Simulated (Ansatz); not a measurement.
# CH₅AsSSi, SMILES SC1[SiH2][AsH]1: a rigid torsion scan

Program: the Ansatz DFT code, driven from Python.

Run as a notebook:

In [1]:
```python
import warnings

import ansatz as az
from ase import Atoms
```

In [2]:
```python
BASIS = "def2-SVP"
XC = "PBE"
FMAX = 0.02
```

In [3]:
```python
warnings.simplefilter("ignore", az.DeckWarning)
```

In [4]:
```python
atoms = Atoms(["S", "C", "Si", "As", "H", "H", "H", "H", "H"], positions=[
    [-0.4235, 0.2872, -2.0254],
    [0.0559, 0.474, -0.3095],
    [0.6871, -1.1046, 0.3331],
    [-1.2653, -0.073, 0.9263],
    [-1.2227, 1.5119, -1.9821],
    [0.61, 1.4125, -0.0233],
    [1.7396, -0.9807, 1.4281],
    [0.5711, -2.2579, -0.5325],
    [-0.6637, 0.6843, 2.1681],
])
```

In [5]:
```python
first = (
    az.Crystal.molecule_from_ase(atoms).calculation()
    .basis(gaussian=BASIS)
    .functional(XC)
    .relax(force_tolerance=FMAX, max_steps=80)
)
atoms.positions = first.run().report["positions_ang"]
```

In [6]:
```python
start = atoms.get_dihedral(2, 1, 0, 4)
energies = {}
for turn in range(0, 360, 30):
    turned = atoms.copy()
    turned.set_dihedral(2, 1, 0, 4, start + turn, indices=[0, 4])
    base = (
        az.Crystal.molecule_from_ase(turned).calculation()
        .basis(gaussian=BASIS)
        .functional(XC)
    )
    energies[round((start + turn) % 360)] = base.run().report["free_energy_ev"]
floor = min(energies.values())
print("dihedral Si2-C1-S0-H4 (deg)   E - E(min) (eV)")
for angle, e in sorted(energies.items()):
    print(f"{angle:8d} {(e - floor):14.3f}  " + "#" * int(30 * (e - floor) / max(max(energies.values()) - floor, 1e-9)))
```
```text
dihedral Si2-C1-S0-H4 (deg)   E - E(min) (eV)
      25          0.187  #####################
      55          0.210  ########################
      85          0.179  ####################
     115          0.067  #######
     145          0.000
     175          0.072  ########
     205          0.213  #########################
     235          0.256  ##############################
     265          0.168  ###################
     295          0.084  #########
     325          0.090  ##########
     355          0.147  #################
```

The lowest point is at 145° and the highest at 235°, 0.256 eV (24.7 kJ/mol) above it, with the rest of the molecule held.

The scan is rigid and the energies are electronic, in a modest basis. With rigid groups the curve can differ much from the relaxed path, the start wasn't checked as a minimum of this torsion, and equivalent turns needn't return to the same energy. Finished in 64 s on 1 thread of Arm Neoverse V2, on a shared host, peak memory 0.23 GiB.
